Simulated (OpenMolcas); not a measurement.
# Ru²⁺: CASSCF and CASPT2 terms and fine-structure levels

Aim: the low terms and levels of Ru²⁺, with their order and spacing, then second-order correlation.

Method: state-averaged CASSCF and CASPT2, spin-orbit coupling by RASSI with atomic mean-field integrals. Code: OpenMolcas 26.06.

## (1) Starting point

```
Species                           : Ru²⁺ (ruthenium, Z = 44, 42 electrons)
Basis                             : ANO-R1 [6s4p3d1f], 40 functions
Scalar Hamiltonian                : X2C, finite nucleus
Inactive shells                   : 1s 2s 2p 3s 3p 3d 4s 4p
Active space                      : 6 electrons in 6 orbitals (4d 5s)
Some configurations of this space : 4d⁴ 5s², 4d⁵ 5s, 4d⁶
Orbitals                          : optimised for the ground-state spin in each parity, averaged over the low roots
```

Outer shells as boxes (Hund's rule):

4d4 5s2
```
4d [↑ ][↑ ][↑ ][↑ ][  ]
5s [↑↓]
```

4d5 5s
```
4d [↑ ][↑ ][↑ ][↑ ][↑ ]
5s [↑ ]
```

4d6
```
4d [↑↓][↑ ][↑ ][↑ ][↑ ]
```

Each step is its own input file, run in one work folder so that later steps find the files of earlier ones. Labels, J, g values, rates, χT and fits are worked out afterwards by a script from the matrices that RASSI stores.

## (2) One- and two-electron integrals

File a.inp:

```
&GATEWAY
Coord
1

Ru 0.0 0.0 0.0
Basis=ANO-R1
Group=XYZ
NoMove
AngMom=0.0 0.0 0.0
AMFI
&SEWARD
```

Launch:

```console
$ OMP_NUM_THREADS=1 MOLCAS_MEM=1689 MOLCAS_PROJECT=a pymolcas a.inp > a.log
```

## (3) CASSCF: quintets of even parity, 30 roots

File a.inp:

```
&RASSCF
FileOrb=start.orb
Symmetry=1
Spin=5
nActEl=6 0 0
Inactive=9 9
Ras2=6 0
CIRoot=30 30 1
SDav=35
CIMx=300
Iter=120 100
PrWF=0.3
OrbListing=Nothing
MaxOrb=0
Atom
>>> COPY $Project.JobIph JOB001
```

start.orb holds the contracted functions of the basis, ordered by shell, or the orbitals of the step before.

## (4) CASSCF: septets of even parity, 1 root

File a.inp:

```
&RASSCF
FileOrb=start.orb
Symmetry=1
Spin=7
nActEl=6 0 0
Inactive=9 9
Ras2=6 0
CIRoot=1 1 1
SDav=1
CIMx=300
Iter=120 100
PrWF=0.3
OrbListing=Nothing
MaxOrb=0
Atom
CIOnly
>>> COPY $Project.JobIph JOB002
```

## (5) Reference wave functions, triplets of even parity, 189 roots

File a.inp:

```
&RASSCF
FileOrb=start.orb
Symmetry=1
Spin=3
nActEl=6 0 0
Inactive=9 9
Ras2=6 0
CIRoot=189 189 1
SDav=189
CIMx=300
Iter=120 100
PrWF=0.3
OrbListing=Nothing
MaxOrb=0
Atom
CIOnly
>>> COPY $Project.JobIph JOB003
```

## (6) Reference wave functions, singlets of even parity, 175 roots

File a.inp:

```
&RASSCF
FileOrb=start.orb
Symmetry=1
Spin=1
nActEl=6 0 0
Inactive=9 9
Ras2=6 0
CIRoot=175 175 1
SDav=175
CIMx=300
Iter=120 100
PrWF=0.3
OrbListing=Nothing
MaxOrb=0
Atom
CIOnly
>>> COPY $Project.JobIph JOB004
```

## (7) State interaction with spin-orbit coupling

File a.inp:

```
&RASSI
NrOfJobIphs=4 30 1 107 62
1 2 3 4 5 6 7 8 9 10 11 12 13 14 15 16 17 18 19 20 21 22 23 24 25 26 27
28 29 30
1
1 2 3 4 5 6 7 8 9 10 11 12 13 14 15 16 17 18 19 20 21 22 23 24 25 26 27
28 29 30 31 32 33 34 35 36 37 38 39 40 41 42 43 44 45 46 47 48 49 50 51
52 53 54 55 56 57 58 59 60 61 62 63 64 65 66 67 68 69 70 71 72 73 74 75
76 77 78 79 80 81 82 83 84 85 86 87 88 89 90 91 92 93 94 95 96 97 98 99
100 101 102 103 104 105 106 107
1 2 3 4 5 6 7 8 9 10 11 12 13 14 15 16 17 18 19 20 21 22 23 24 25 26 27
28 29 30 31 32 33 34 35 36 37 38 39 40 41 42 43 44 45 46 47 48 49 50 51
52 53 54 55 56 57 58 59 60 61 62
IphNames
JOB001
JOB002
JOB003
JOB004
EJob
SpinOrbit
DIPRint=1.0
SOCoupling=1000.0
Subsets=2
Property=9
'ANGMOM' 1 'ANGMOM' 2 'ANGMOM' 3 'MLTPL  1' 1 'MLTPL  1' 2 'MLTPL  1' 3
'AMFI' 1 'AMFI' 2 'AMFI' 3
SOProperty=3
'ANGMOM' 1 'ANGMOM' 2 'ANGMOM' 3
```

## (8) CASPT2: IPEA 0.25, imaginary shift 0.1 (closed shells correlated: 4s 4p)

File a.inp:

```
>>> COPY JOB001 $Project.JobIph
&CASPT2
Multistate=30 1 2 3 4 5 6 7 8 9 10 11 12 13 14 15 16 17 18 19 20 21 22
23 24 25 26 27 28 29 30
Frozen=8 6
IPEA=0.25
Imaginary=0.1
MaxIter=60
WThr=0.0 0.3 0.05
PrWF=0.5
NoMix
>>> COPY JOB002 $Project.JobIph
&CASPT2
Multistate=1 1
Frozen=8 6
IPEA=0.25
Imaginary=0.1
MaxIter=60
WThr=0.0 0.3 0.05
PrWF=0.5
NoMix
>>> COPY JOB003 $Project.JobIph
&CASPT2
Multistate=107 1 2 3 4 5 6 7 8 9 10 11 12 13 14 15 16 17 18 19 20 21 22
23 24 25 26 27 28 29 30 31 32 33 34 35 36 37 38 39 40 41 42 43 44 45 46
47 48 49 50 51 52 53 54 55 56 57 58 59 60 61 62 63 64 65 66 67 68 69 70
71 72 73 74 75 76 77 78 79 80 81 82 83 84 85 86 87 88 89 90 91 92 93 94
95 96 97 98 99 100 101 102 103 104 105 106 107
NoMult
Frozen=8 6
IPEA=0.25
Imaginary=0.1
MaxIter=60
WThr=0.0 0.3 0.05
PrWF=0.5
NoMix
>>> COPY JOB004 $Project.JobIph
&CASPT2
Multistate=62 1 2 3 4 5 6 7 8 9 10 11 12 13 14 15 16 17 18 19 20 21 22
23 24 25 26 27 28 29 30 31 32 33 34 35 36 37 38 39 40 41 42 43 44 45 46
47 48 49 50 51 52 53 54 55 56 57 58 59 60 61 62
Frozen=8 6
IPEA=0.25
Imaginary=0.1
MaxIter=60
WThr=0.0 0.3 0.05
PrWF=0.5
NoMix
```

(Steps that only read results are left out.)

**Question.** What will these runs give? Wanted: lowest level; first excited level; lowest level of another term; spin-orbit lowering of the lowest level; strongest of the lines computed, by gA.

**Answer**, as computed:

```
                                                                                   quantity                                                                        value
                                                                                     method  SS-CASPT2, IPEA 0.25, imaginary shift 0.1 (closed shells correlated: 4s 4p)
                                                                               lowest level                                        4d⁶ ⁵D₄, 98 % of that term, g = 1.497
                                                                ground level listed by NIST                                                                          5D4
                                                                        first excited level                                                         4d⁶ ⁵D₃ at 1280 cm⁻¹
                                                               lowest level of another term                                                     4d⁶ ³P₂(1) at 15110 cm⁻¹
                                                    spin-orbit lowering of the lowest level                                                                    1440 cm⁻¹
strongest of the lines computed, by gA (one parity, so forbidden lines), at CASSCF energies                          4d⁵ 5s ⁵P₃ → 4d⁵ 5s ⁷S₃, 305.8 nm, A = 6.05e+00 s⁻¹
```

What each method costs and misses:

```
                                              method  time of its own steps  time with the reference  mean absolute difference from the measured levels (cm-1)
                                           A. CASSCF                   65 s                     65 s                                                      1400
B. SS-CASPT2, IPEA 0.25, imaginary shift 0.1, +4s 4p                   32 s                     97 s                                                      1100
```

Times are of one thread on a shared host.

What this shows: The multiplet ⁵D is inverted; its intervals divided by the larger J differ by 35 % of their mean, where Landé's rule for pure LS coupling makes them equal. Second-order correlation (method B) scales the levels of the lowest configuration above 5000 cm⁻¹ by 0.79 to 0.93. Method B lies closest to the measured levels (1100 cm⁻¹ on average) and A farthest (1400). Only the configurations of the active space and the roots asked for are present. The septets, triplets, singlets rest on orbitals optimised for another spin in at least one step, which raises them against the optimised states. Not all states of the active space went into the spin-orbit step. CASPT2 does not keep the components of a term degenerate, and the means are used. Configurations with different d counts are hard to place against each other, and can be off by thousands to tens of thousands of cm-1. Levels of other configurations are missing from the list.
